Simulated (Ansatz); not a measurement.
**C7H5BrO2: taking an electron away**

The task here is to estimate one member of a computed series from the others.

The runs use Ansatz 0.2.0, Gaussian basis; unrestricted cation, the program's frozen cores in correlated methods.

Plan: UKS PBE-D4/def2-TZVPP; UKS r2SCAN-D4/def2-TZVPP; UKS PBE0-D4/def2-TZVPP; UKS B3LYP-D4/def2-TZVPP; UKS wB97X-V/def2-TZVPP; UKS wB97M-V/def2-TZVPP; UKS B2PLYP/def2-TZVPP; UHF-MP2/def2-TZVPP; UHF-MP2/def2-QZVPP; then −ε(HOMO) from the neutral's earlier runs with LDA (SPW92), PBE-D4, revPBE-D4, BLYP-D4, r2SCAN-D4, B97M-V, PBE0-D4, B3LYP-D4, r2SCANh-D4, r2SCAN0-D4, HSE06-D4, BHLYP-D4, CAM-B3LYP-D4, LC-ωPBE, ωB97X-V, ωB97M-V.

1 further run of the same task is left out (it didn't finish).

### The relaxed structure

An earlier PBE0-D4 in a triple-zeta def2 set relaxation fixed the geometry.

SMILES `O=C(O)c1cccc(Br)c1`, 15 atoms, charge 0, spin multiplicity 1.

Atoms are counted from 1 here; the program's logs count them from 0.

Bond lengths: O1–C2 1.203 Å, C2–O3 1.344 Å, C2–C4 1.482 Å, O3–H11 0.967 Å, C4–C5 1.391 Å, C4–C10 1.391 Å, C5–C6 1.385 Å, C5–H12 1.082 Å, C6–C7 1.386 Å, C6–H13 1.083 Å, C7–C8 1.387 Å, C7–H14 1.083 Å, C8–Br9 1.886 Å, C8–C10 1.381 Å, C10–H15 1.082 Å. Angles: O1–C2–O3 122.4°, O1–C2–C4 124.6°, O3–C2–C4 112.9°, C2–O3–H11 106.2°, C2–C4–C5 122.2°, C2–C4–C10 117.3°, C5–C4–C10 120.5°, C4–C5–C6 119.6°, C4–C5–H12 119.8°, C6–C5–H12 120.7°, C5–C6–C7 120.5°, C5–C6–H13 120.1°, C7–C6–H13 119.4°, C6–C7–C8 119.3°, C6–C7–H14 120.7°, C8–C7–H14 120.0°, C7–C8–Br9 119.4°, C7–C8–C10 121.1° and more.

The first run:

Contents of in.yaml:

```yaml
crystal:
  periodic: [false, false, false]
  atoms:
    - {symbol: O, position_ang: [2.256600, -1.729982, 0.828373]}
    - {symbol: C, position_ang: [1.650028, -1.308806, -0.120916]}
    - {symbol: O, position_ang: [1.969314, -1.637280, -1.383913]}
    - {symbol: C, position_ang: [0.490405, -0.389165, -0.038961]}
    - {symbol: C, position_ang: [-0.174852, 0.067503, -1.171449]}
    - {symbol: C, position_ang: [-1.252299, 0.926003, -1.031182]}
    - {symbol: C, position_ang: [-1.669748, 1.331038, 0.227292]}
    - {symbol: C, position_ang: [-0.995802, 0.866613, 1.347302]}
    - {symbol: Br, position_ang: [-1.561274, 1.415785, 3.060830]}
    - {symbol: C, position_ang: [0.080890, 0.010153, 1.228904]}
    - {symbol: H, position_ang: [2.728725, -2.232869, -1.324359]}
    - {symbol: H, position_ang: [0.153534, -0.250475, -2.151814]}
    - {symbol: H, position_ang: [-1.776567, 1.286874, -1.908031]}
    - {symbol: H, position_ang: [-2.511713, 2.001920, 0.341270]}
    - {symbol: H, position_ang: [0.612759, -0.357314, 2.096667]}
basis:
  gaussian: {orbitals: def2-TZVPP}
total_charge: 1
magnetization: {spin_polarized: true, initial_magnetization: 1}
hamiltonian: {xc: pbe, dispersion: d4}
```

The run is started by

```console
ansatz run in.yaml --threads 5 --pin off --events-out ev --progress --plain --max-ram 66560MiB --backend cuda --devices 0, --max-vram 37GiB
```

Among the steps run: Cation, UKS PBE-D4/def2-TZVPP; Cation, UKS r2SCAN-D4/def2-TZVPP; Cation, UKS PBE0-D4/def2-TZVPP; Cation, UKS B3LYP-D4/def2-TZVPP; Cation, UKS wB97X-V/def2-TZVPP; Cation, UKS wB97M-V/def2-TZVPP; Cation, UKS B2PLYP (frozen core)/def2-TZVPP; Cation, UHF-MP2/def2-TZVPP; Cation, UHF-MP2/def2-QZVPP.

One of the session's tables, all rows but one given; the rest of the session is left out.

It belongs to the step «Ionisation energies side by side». For comparison, −ε(HOMO) of the neutral from earlier runs:

```
  functional  −ε(HOMO) (eV)
 LDA (SPW92)              ?
      PBE-D4           6.32
   revPBE-D4           6.25
     BLYP-D4           6.13
   r2SCAN-D4           6.54
      B97M-V           6.54
     PBE0-D4           7.37
    B3LYP-D4           7.14
  r2SCANh-D4           6.93
  r2SCAN0-D4           7.52
    HSE06-D4           6.98
    BHLYP-D4           8.22
CAM-B3LYP-D4           8.56
     LC-ωPBE           9.85
     ωB97X-V           9.50
     ωB97M-V           9.41
```

Q: Estimate the row for LDA (SPW92) from the others.

**Answer.** −ε(HOMO) (eV): 6.52. In the column «−ε(HOMO) (eV)» it lies between PBE-D4 (6.32) and r2SCAN-D4 (6.54).
